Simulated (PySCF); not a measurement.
# CH₇AlFN: NMR shifts and electronic excitations at several levels of theory

Aim: compute the NMR shifts and electronic excitations of CH₇AlFN (`[CH3][Al@H-]([NH3+])[F]`) at several levels, and see how far they spread and what each costs.

Computed with PySCF 2.14.0, with density-fitted response routines of our own, on a single molecule in the gas phase. Atoms count from 0, in the outputs and in this text.

## 1. The starting structure

11 atoms, charge 0, multiplicity 1; geometry from: PBE0-D3(BJ)/def2-SVP.

Bonds of the start (Å): C0–Al1 1.96, Al1–N2 2.06, Al1–F3 1.70, C0–H4 1.10, C0–H5 1.10, C0–H6 1.10, Al1–H7 1.60, N2–H8 1.02, N2–H9 1.02, N2–H10 1.02.

## 2. NMR shieldings: PBE0/6-31G*

Job settings and geometry (Å):

```
{"job": {"kind": "nmr", "xc": "PBE0", "basis": "6-31G*", "pop": true}, "charge": 0, "multiplicity": 1}
C     -1.593955    -0.407917    -0.064786
Al    -0.112948     0.874738    -0.197291
N      1.532776    -0.319179     0.145674
F      0.143909     1.874066     1.148188
H     -1.619211    -0.921087     0.912708
H     -1.550204    -1.186129    -0.847365
H     -2.571825     0.089891    -0.179860
H      0.301657     1.539871    -1.594923
H      1.441620    -0.810871     1.036230
H      1.693190    -1.018382    -0.580596
H      2.370855     0.261859     0.204634
```

Level: GIAO PBE0/6-31G* NMR shielding, non-relativistic, gas phase.

Started as:

```sh
$ OMP_NUM_THREADS=1 python probes_run.py task.json out
```

This one command runs all jobs of the session in turn.

Output:

```text
coarse grid: 9200 points
cycle   1  E = -439.0161025690  dE = -6.225e-02  |g| = 7.403e-01  |ddm| = 2.513e+00
cycle   2  E = -438.9187772082  dE =  9.733e-02  |g| = 1.079e+00  |ddm| = 1.412e+00
cycle   3  E = -439.1247176516  dE = -2.059e-01  |g| = 1.055e-01  |ddm| = 8.623e-01
cycle   4  E = -439.1268384247  dE = -2.121e-03  |g| = 3.571e-02  |ddm| = 1.073e-01
cycle   5  E = -439.1271484312  dE = -3.100e-04  |g| = 4.311e-03  |ddm| = 3.209e-02
cycle   6  E = -439.1271537953  dE = -5.364e-06  |g| = 8.290e-04  |ddm| = 5.225e-03
final grid: 83304 points
cycle   7  E = -439.0980029690  dE = -1.447e-05  |g| = 7.597e-03  |ddm| = 1.290e-02
cycle   8  E = -439.0979954538  dE =  7.515e-06  |g| = 9.716e-03  |ddm| = 1.263e-02
cycle   9  E = -439.0980164553  dE = -2.100e-05  |g| = 4.956e-04  |ddm| = 6.768e-03
cycle  10  E = -439.0980164966  dE = -4.128e-08  |g| = 1.293e-04  |ddm| = 4.067e-04
cycle  11  E = -439.0980164994  dE = -2.765e-09  |g| = 2.470e-05  |ddm| = 1.002e-04
cycle  12  E = -439.0980164995  dE = -1.121e-10  |g| = 9.562e-06  |ddm| = 2.497e-05
converged SCF energy = -439.0980164995

GIAO shielding tensors (ppm)
atom      isotropic    diamagn.    paramagn.     s11        s22        s33       span
  0 C      202.193     249.430     -47.237    198.160    202.039    206.380      8.220
  1 Al     479.968     795.268    -315.300    416.867    479.015    544.023    127.155
  2 N      237.321     321.654     -84.333    233.308    235.664    242.992      9.684
  3 F      354.336     469.040    -114.704    308.897    354.025    400.086     91.190
  4 H       32.914      30.297       2.617     28.926     30.637     39.180     10.254
  5 H       33.058      30.278       2.780     28.981     30.520     39.672     10.691
  6 H       32.544      29.228       3.317     28.482     29.280     39.871     11.389
  7 H       27.060      29.456      -2.396     24.107     24.338     32.736      8.629
  8 H       30.662      29.628       1.033     25.690     27.382     38.913     13.224
  9 H       30.870      29.543       1.328     25.399     27.030     40.183     14.784
 10 H       30.503      28.598       1.905     24.978     26.529     40.001     15.024
```

It took 7.9 s on 1 thread of Arm Neoverse N1, shared host; peak memory 0.43 GiB.

The references, computed at this level on geometries of the same kind, shield at (ppm): 1H TMS 31.96, 13C TMS 194.1, 19F CFCl3 198.9, 15N NH3 259.4, 27Al AlH4- 535.8. Their shielding less the atom's gives the shift. The references are single molecules in the gas phase, so shifts against H2O, NH3, PH3, H3PO4 or CFCl3 are not on the usual liquid scales and can be off by tens of ppm. Shifts against hydride references such as AlH4− lie on their own scale. Atoms listed in one row are averaged.

| atoms | environment | σ (ppm) | δ (ppm) |
| --- | --- | --- | --- |
| C0 | methyl carbon bonded to Al | 202.2 | -8.1 |
| H7 | hydrogen on an aluminium bonded to C, F, N | 27.06 | 4.90 |
| H8, H9, H10 | hydrogen on a donor nitrogen of a Lewis adduct | 30.68 | 1.28 |
| H4, H5, H6 | hydrogen on a methyl carbon bonded to Al | 32.84 | -0.88 |
| Al1 | aluminium bonded to C, F, N, H | 480.0 | 55.8 |
| N2 | donor nitrogen of a Lewis adduct | 237.3 | 22.1 |
| F3 | fluorine bonded to Al | 354.3 | -155.4 |

The run also stored atomic charges by several schemes (e):

```
atoms  Mulliken    IAO  Hirshfeld  ESP fit
   C0     -0.82  -0.81      -0.28    -0.76
  Al1      0.74   0.99       0.39     0.87
   N2     -0.98  -0.62      -0.13    -0.78
   F3     -0.50  -0.60      -0.34    -0.46
```

Mayer bond orders: C0–Al1 0.90, Al1–N2 0.38, Al1–F3 0.89.

## 3. NMR shieldings: PBE0/6-311+G(2d,p)

Settings changed since step 2:

```diff
@@ -1,2 +1,2 @@
-{"job": {"kind": "nmr", "xc": "PBE0", "basis": "6-31G*", "pop": true}, "charge": 0, "multiplicity": 1}
+{"job": {"kind": "nmr", "xc": "PBE0", "basis": "6-311+G(2d,p)", "pop": true}, "charge": 0, "multiplicity": 1}
 C     -1.593955    -0.407917    -0.064786
```

Level: GIAO PBE0/6-311+G(2d,p) NMR shielding, non-relativistic, gas phase.

Output:

```text
coarse grid: 9200 points
cycle   1  E = -439.0965839574  dE = -8.059e-02  |g| = 7.475e-01  |ddm| = 2.354e+00
cycle   2  E = -438.9709616490  dE =  1.256e-01  |g| = 1.185e+00  |ddm| = 1.392e+00
cycle   3  E = -439.2039514198  dE = -2.330e-01  |g| = 1.152e-01  |ddm| = 8.615e-01
cycle   4  E = -439.2062931149  dE = -2.342e-03  |g| = 4.287e-02  |ddm| = 1.164e-01
cycle   5  E = -439.2066943716  dE = -4.013e-04  |g| = 5.086e-03  |ddm| = 3.475e-02
cycle   6  E = -439.2067006671  dE = -6.295e-06  |g| = 1.045e-03  |ddm| = 5.319e-03
final grid: 83304 points
cycle   7  E = -439.2049556994  dE = -4.488e-05  |g| = 7.611e-03  |ddm| = 2.466e-02
cycle   8  E = -439.2049485814  dE =  7.118e-06  |g| = 9.599e-03  |ddm| = 1.166e-02
cycle   9  E = -439.2049679219  dE = -1.934e-05  |g| = 2.299e-04  |ddm| = 6.179e-03
cycle  10  E = -439.2049679262  dE = -4.319e-09  |g| = 1.785e-04  |ddm| = 2.917e-04
cycle  11  E = -439.2049679335  dE = -7.301e-09  |g| = 2.478e-05  |ddm| = 1.453e-04
cycle  12  E = -439.2049679337  dE = -1.419e-10  |g| = 5.923e-06  |ddm| = 2.268e-05
converged SCF energy = -439.2049679337

GIAO shielding tensors (ppm)
atom      isotropic    diamagn.    paramagn.     s11        s22        s33       span
  0 C      197.866     250.702     -52.836    193.943    197.084    202.571      8.628
  1 Al     430.777     789.650    -358.873    361.730    420.744    509.858    148.128
  2 N      232.308     321.447     -89.138    227.850    230.274    238.801     10.951
  3 F      369.717     473.324    -103.607    337.716    374.586    396.850     59.134
  4 H       32.407      31.578       0.829     28.775     30.010     38.437      9.662
  5 H       32.614      31.415       1.199     28.808     30.135     38.898     10.090
  6 H       32.033      29.996       2.037     28.375     28.868     38.857     10.482
  7 H       27.048      27.827      -0.778     24.401     24.534     32.210      7.808
  8 H       29.968      31.526      -1.559     25.043     26.537     38.323     13.280
  9 H       30.249      31.209      -0.960     24.889     26.385     39.472     14.583
 10 H       29.767      29.793      -0.026     24.398     25.743     39.160     14.762
```

It took 17 s on 1 thread of Arm Neoverse N1, shared host; peak memory 0.76 GiB.

This run: δ C0 -11.4, Al1 61.7, N2 29.6, F3 -195.0, H7 4.46, H8 1.52 ppm (means over like atoms).

## 4. NMR shieldings: PBE0/def2-SVP

Settings changed since step 3:

```diff
@@ -1,2 +1,2 @@
-{"job": {"kind": "nmr", "xc": "PBE0", "basis": "6-311+G(2d,p)", "pop": true}, "charge": 0, "multiplicity": 1}
+{"job": {"kind": "nmr", "xc": "PBE0", "basis": "def2-SVP", "pop": true}, "charge": 0, "multiplicity": 1}
 C     -1.593955    -0.407917    -0.064786
```

Method: GIAO PBE0/def2-SVP NMR shielding, non-relativistic, gas phase.

Output:

```text
coarse grid: 9200 points
cycle   1  E = -438.7460922700  dE = -9.419e-02  |g| = 7.115e-01  |ddm| = 2.900e+00
cycle   2  E = -438.6539097583  dE =  9.218e-02  |g| = 1.046e+00  |ddm| = 1.635e+00
cycle   3  E = -438.8482766049  dE = -1.944e-01  |g| = 9.415e-02  |ddm| = 1.027e+00
cycle   4  E = -438.8499585380  dE = -1.682e-03  |g| = 3.488e-02  |ddm| = 1.096e-01
cycle   5  E = -438.8502549079  dE = -2.964e-04  |g| = 4.000e-03  |ddm| = 3.420e-02
cycle   6  E = -438.8502596185  dE = -4.711e-06  |g| = 7.473e-04  |ddm| = 5.024e-03
final grid: 83304 points
cycle   7  E = -438.9028133798  dE = -1.653e-05  |g| = 7.151e-03  |ddm| = 1.418e-02
cycle   8  E = -438.9028068342  dE =  6.546e-06  |g| = 9.016e-03  |ddm| = 1.262e-02
cycle   9  E = -438.9028252257  dE = -1.839e-05  |g| = 3.879e-04  |ddm| = 7.001e-03
cycle  10  E = -438.9028252490  dE = -2.338e-08  |g| = 1.501e-04  |ddm| = 4.306e-04
cycle  11  E = -438.9028252528  dE = -3.790e-09  |g| = 2.132e-05  |ddm| = 1.209e-04
cycle  12  E = -438.9028252529  dE = -7.958e-11  |g| = 9.910e-06  |ddm| = 2.504e-05
converged SCF energy = -438.9028252529

GIAO shielding tensors (ppm)
atom      isotropic    diamagn.    paramagn.     s11        s22        s33       span
  0 C      203.806     247.911     -44.105    200.049    202.978    208.392      8.343
  1 Al     473.620     795.410    -321.790    411.725    467.571    541.563    129.838
  2 N      238.525     308.970     -70.444    234.256    237.536    243.784      9.528
  3 F      362.414     468.709    -106.295    320.666    360.106    406.469     85.803
  4 H       32.344      30.942       1.401     28.460     29.780     38.791     10.331
  5 H       32.523      30.836       1.688     28.496     29.892     39.181     10.685
  6 H       31.932      29.403       2.529     28.023     28.564     39.209     11.186
  7 H       27.186      29.584      -2.398     24.344     24.654     32.561      8.216
  8 H       29.749      29.971      -0.222     24.626     26.147     38.475     13.849
  9 H       30.012      29.759       0.253     24.448     25.990     39.599     15.151
 10 H       29.573      28.436       1.138     24.034     25.242     39.445     15.411
```

It took 9.1 s on 1 thread of Arm Neoverse N1, shared host; peak memory 0.48 GiB.

This run: δ C0 -10.1, Al1 42.5, N2 31.3, F3 -147.8, H7 4.16, H8 1.56 ppm (means over like atoms).

## 5. Shielding tensors: PBE0/def2-TZVP

Settings changed since step 4:

```diff
@@ -1,2 +1,2 @@
-{"job": {"kind": "nmr", "xc": "PBE0", "basis": "def2-SVP", "pop": true}, "charge": 0, "multiplicity": 1}
+{"job": {"kind": "nmr", "xc": "PBE0", "basis": "def2-TZVP", "pop": true}, "charge": 0, "multiplicity": 1}
 C     -1.593955    -0.407917    -0.064786
```

Level: GIAO PBE0/def2-TZVP NMR shielding, non-relativistic, gas phase.

Output:

```text
coarse grid: 9200 points
cycle   1  E = -439.1185433340  dE = -8.181e-02  |g| = 7.503e-01  |ddm| = 2.222e+00
cycle   2  E = -439.0007999408  dE =  1.177e-01  |g| = 1.172e+00  |ddm| = 1.152e+00
cycle   3  E = -439.2268318197  dE = -2.260e-01  |g| = 1.108e-01  |ddm| = 7.195e-01
cycle   4  E = -439.2290191212  dE = -2.187e-03  |g| = 4.157e-02  |ddm| = 8.872e-02
cycle   5  E = -439.2293908008  dE = -3.717e-04  |g| = 5.043e-03  |ddm| = 2.805e-02
cycle   6  E = -439.2293972844  dE = -6.484e-06  |g| = 1.037e-03  |ddm| = 4.461e-03
final grid: 83304 points
cycle   7  E = -439.2238904842  dE = -5.415e-05  |g| = 7.747e-03  |ddm| = 2.107e-02
cycle   8  E = -439.2238832340  dE =  7.250e-06  |g| = 9.751e-03  |ddm| = 9.793e-03
cycle   9  E = -439.2239030245  dE = -1.979e-05  |g| = 2.479e-04  |ddm| = 5.293e-03
cycle  10  E = -439.2239030297  dE = -5.227e-09  |g| = 1.929e-04  |ddm| = 2.565e-04
cycle  11  E = -439.2239030378  dE = -8.031e-09  |g| = 3.168e-05  |ddm| = 1.301e-04
cycle  12  E = -439.2239030380  dE = -1.892e-10  |g| = 9.494e-06  |ddm| = 2.328e-05
converged SCF energy = -439.2239030380

GIAO shielding tensors (ppm)
atom      isotropic    diamagn.    paramagn.     s11        s22        s33       span
  0 C      197.926     246.128     -48.202    194.024    197.174    202.579      8.554
  1 Al     431.815     797.947    -366.131    361.620    422.820    511.006    149.386
  2 N      231.905     309.277     -77.372    228.111    229.996    237.609      9.498
  3 F      357.554     465.382    -107.828    318.148    356.815    397.700     79.553
  4 H       32.398      30.299       2.099     28.828     30.001     38.365      9.536
  5 H       32.601      30.198       2.403     28.841     30.117     38.845     10.004
  6 H       32.007      29.305       2.702     28.396     28.818     38.808     10.412
  7 H       27.049      29.434      -2.385     24.379     24.573     32.195      7.815
  8 H       29.905      29.054       0.851     24.979     26.477     38.259     13.280
  9 H       30.190      28.908       1.281     24.823     26.294     39.453     14.630
 10 H       29.727      28.019       1.708     24.352     25.680     39.149     14.797
```

Run time: 20 s. Hardware: 1 thread of Arm Neoverse N1, shared host; peak memory 0.84 GiB.

This run: δ C0 -11.3, Al1 56.6, N2 34.0, F3 -178.7, H7 4.43, H8 1.54 ppm (means over like atoms).

## 6. NMR shieldings: PBE0/cc-pVDZ

Settings changed since step 5:

```diff
@@ -1,2 +1,2 @@
-{"job": {"kind": "nmr", "xc": "PBE0", "basis": "def2-TZVP", "pop": true}, "charge": 0, "multiplicity": 1}
+{"job": {"kind": "nmr", "xc": "PBE0", "basis": "cc-pVDZ", "pop": true}, "charge": 0, "multiplicity": 1}
 C     -1.593955    -0.407917    -0.064786
```

Level: GIAO PBE0/cc-pVDZ NMR shielding, non-relativistic, gas phase.

Output:

```text
coarse grid: 9200 points
cycle   1  E = -439.0141981464  dE = -3.007e-02  |g| = 7.252e-01  |ddm| = 5.450e+00
cycle   2  E = -438.9126052479  dE =  1.016e-01  |g| = 1.083e+00  |ddm| = 2.707e+00
cycle   3  E = -439.1196352845  dE = -2.070e-01  |g| = 1.015e-01  |ddm| = 1.552e+00
cycle   4  E = -439.1216367982  dE = -2.002e-03  |g| = 3.528e-02  |ddm| = 2.229e-01
cycle   5  E = -439.1219374013  dE = -3.006e-04  |g| = 4.115e-03  |ddm| = 6.225e-02
cycle   6  E = -439.1219425360  dE = -5.135e-06  |g| = 7.858e-04  |ddm| = 1.031e-02
final grid: 83304 points
cycle   7  E = -439.1273147586  dE = -1.578e-05  |g| = 7.527e-03  |ddm| = 3.788e-02
cycle   8  E = -439.1273073445  dE =  7.414e-06  |g| = 9.570e-03  |ddm| = 2.561e-02
cycle   9  E = -439.1273279549  dE = -2.061e-05  |g| = 4.542e-04  |ddm| = 1.430e-02
cycle  10  E = -439.1273279876  dE = -3.270e-08  |g| = 1.537e-04  |ddm| = 8.052e-04
cycle  11  E = -439.1273279915  dE = -3.891e-09  |g| = 2.266e-05  |ddm| = 2.240e-04
cycle  12  E = -439.1273279916  dE = -7.344e-11  |g| = 1.130e-05  |ddm| = 5.151e-05
converged SCF energy = -439.1273279916

GIAO shielding tensors (ppm)
atom      isotropic    diamagn.    paramagn.     s11        s22        s33       span
  0 C      206.091     243.134     -37.043    202.250    205.342    210.680      8.429
  1 Al     487.204     798.240    -311.036    432.409    479.958    549.244    116.835
  2 N      240.635     306.510     -65.875    235.858    240.325    245.723      9.865
  3 F      363.378     469.738    -106.360    318.056    372.189    399.889     81.833
  4 H       32.186      29.737       2.450     28.382     29.648     38.529     10.147
  5 H       32.399      29.713       2.686     28.532     29.746     38.919     10.387
  6 H       31.810      28.442       3.368     28.095     28.473     38.863     10.768
  7 H       27.079      30.025      -2.946     24.249     24.330     32.659      8.411
  8 H       29.730      29.600       0.130     24.730     26.196     38.264     13.534
  9 H       29.996      29.520       0.476     24.542     25.993     39.453     14.911
 10 H       29.544      28.320       1.225     24.103     25.341     39.190     15.087
```

Wall time 9.8 s (1 thread of Arm Neoverse N1, shared host); peak memory 0.5 GiB.

Key values: δ C0 -9.3, Al1 51.4, N2 32.5, F3 -162.4, H7 4.21, H8 1.53 ppm (means over like atoms).

## 7. Shielding tensors: PBE0/cc-pVTZ

Settings changed since step 6:

```diff
@@ -1,2 +1,2 @@
-{"job": {"kind": "nmr", "xc": "PBE0", "basis": "cc-pVDZ", "pop": true}, "charge": 0, "multiplicity": 1}
+{"job": {"kind": "nmr", "xc": "PBE0", "basis": "cc-pVTZ", "pop": true}, "charge": 0, "multiplicity": 1}
 C     -1.593955    -0.407917    -0.064786
```

Method: GIAO PBE0/cc-pVTZ NMR shielding, non-relativistic, gas phase.

Output:

```text
coarse grid: 9200 points
cycle   1  E = -439.1071731840  dE = -7.913e-02  |g| = 7.515e-01  |ddm| = 5.989e+00
cycle   2  E = -438.9929305771  dE =  1.142e-01  |g| = 1.170e+00  |ddm| = 2.272e+00
cycle   3  E = -439.2153964428  dE = -2.225e-01  |g| = 1.092e-01  |ddm| = 1.251e+00
cycle   4  E = -439.2175370881  dE = -2.141e-03  |g| = 4.097e-02  |ddm| = 2.153e-01
cycle   5  E = -439.2178903803  dE = -3.533e-04  |g| = 5.026e-03  |ddm| = 6.419e-02
cycle   6  E = -439.2178968763  dE = -6.496e-06  |g| = 1.061e-03  |ddm| = 1.013e-02
final grid: 83304 points
cycle   7  E = -439.2169167147  dE = -6.235e-05  |g| = 7.839e-03  |ddm| = 6.578e-02
cycle   8  E = -439.2169092840  dE =  7.431e-06  |g| = 9.855e-03  |ddm| = 2.542e-02
cycle   9  E = -439.2169296015  dE = -2.032e-05  |g| = 3.359e-04  |ddm| = 1.394e-02
cycle  10  E = -439.2169296090  dE = -7.483e-09  |g| = 2.752e-04  |ddm| = 7.086e-04
cycle  11  E = -439.2169296212  dE = -1.227e-08  |g| = 3.864e-05  |ddm| = 3.287e-04
cycle  12  E = -439.2169296214  dE = -2.096e-10  |g| = 1.308e-05  |ddm| = 5.683e-05
converged SCF energy = -439.2169296214

GIAO shielding tensors (ppm)
atom      isotropic    diamagn.    paramagn.     s11        s22        s33       span
  0 C      198.610     239.953     -41.342    194.854    197.585    203.393      8.539
  1 Al     429.465     802.233    -372.768    362.851    420.474    505.071    142.219
  2 N      232.558     291.667     -59.109    228.030    230.409    239.235     11.205
  3 F      358.134     465.484    -107.350    318.677    360.200    395.525     76.848
  4 H       32.192      29.320       2.872     28.475     29.718     38.382      9.907
  5 H       32.373      29.196       3.178     28.521     29.758     38.841     10.321
  6 H       31.805      28.608       3.197     28.073     28.520     38.820     10.747
  7 H       27.066      29.575      -2.509     24.372     24.558     32.266      7.894
  8 H       29.521      28.811       0.711     24.382     25.976     38.206     13.823
  9 H       29.797      28.739       1.058     24.263     25.731     39.397     15.134
 10 H       29.328      28.068       1.260     23.767     25.129     39.088     15.320
```

It took 29 s on 1 thread of Arm Neoverse N1, shared host; peak memory 0.93 GiB.

This run: δ C0 -11.3, Al1 63.2, N2 34.2, F3 -175.5, H7 4.23, H8 1.74 ppm (means over like atoms).

## 8. Nuclear shieldings: PBE0/aug-cc-pVDZ

Settings changed since step 7:

```diff
@@ -1,2 +1,2 @@
-{"job": {"kind": "nmr", "xc": "PBE0", "basis": "cc-pVTZ", "pop": true}, "charge": 0, "multiplicity": 1}
+{"job": {"kind": "nmr", "xc": "PBE0", "basis": "aug-cc-pVDZ", "pop": true}, "charge": 0, "multiplicity": 1}
 C     -1.593955    -0.407917    -0.064786
```

With the program's defaults for keys left out, this is: GIAO PBE0/aug-cc-pVDZ NMR shielding, non-relativistic, gas phase.

Output:

```text
coarse grid: 9200 points
cycle   1  E = -439.0435005824  dE = -5.369e-02  |g| = 6.955e-01  |ddm| = 6.094e+00
cycle   2  E = -438.9344261197  dE =  1.091e-01  |g| = 1.079e+00  |ddm| = 2.333e+00
cycle   3  E = -439.1438176629  dE = -2.094e-01  |g| = 1.060e-01  |ddm| = 1.255e+00
cycle   4  E = -439.1459615974  dE = -2.144e-03  |g| = 3.556e-02  |ddm| = 2.103e-01
cycle   5  E = -439.1462651664  dE = -3.036e-04  |g| = 4.172e-03  |ddm| = 6.780e-02
cycle   6  E = -439.1462703913  dE = -5.225e-06  |g| = 8.658e-04  |ddm| = 9.980e-03
final grid: 83304 points
cycle   7  E = -439.1516664387  dE = -1.820e-05  |g| = 7.566e-03  |ddm| = 6.704e-02
cycle   8  E = -439.1516583424  dE =  8.096e-06  |g| = 9.756e-03  |ddm| = 2.590e-02
cycle   9  E = -439.1516797699  dE = -2.143e-05  |g| = 4.325e-04  |ddm| = 1.426e-02
cycle  10  E = -439.1516797979  dE = -2.792e-08  |g| = 1.865e-04  |ddm| = 7.197e-04
cycle  11  E = -439.1516798036  dE = -5.714e-09  |g| = 2.764e-05  |ddm| = 2.447e-04
cycle  12  E = -439.1516798037  dE = -1.176e-10  |g| = 1.321e-05  |ddm| = 5.999e-05
converged SCF energy = -439.1516798037

GIAO shielding tensors (ppm)
atom      isotropic    diamagn.    paramagn.     s11        s22        s33       span
  0 C      205.301     197.184       8.117    201.119    204.823    209.962      8.844
  1 Al     478.033     792.659    -314.626    424.997    466.182    542.920    117.924
  2 N      241.826     284.032     -42.206    237.491    241.251    246.736      9.245
  3 F      379.328     467.830     -88.502    347.668    392.576    397.739     50.071
  4 H       32.158      23.852       8.306     28.519     29.720     38.234      9.715
  5 H       32.344      23.941       8.404     28.495     29.781     38.758     10.263
  6 H       31.789      26.697       5.092     28.111     28.611     38.646     10.535
  7 H       26.915      25.738       1.177     24.220     24.286     32.238      8.018
  8 H       29.629      30.322      -0.693     24.703     26.122     38.062     13.358
  9 H       29.922      30.157      -0.235     24.475     25.947     39.344     14.870
 10 H       29.470      30.980      -1.511     24.071     25.378     38.961     14.890
```

It took 18 s on 1 thread of Arm Neoverse N1, shared host; peak memory 0.75 GiB.

This run: δ C0 -10.2, Al1 63.0, N2 28.0, F3 -185.2, H7 4.48, H8 1.72 ppm (means over like atoms).

[end of part 1 of 2]
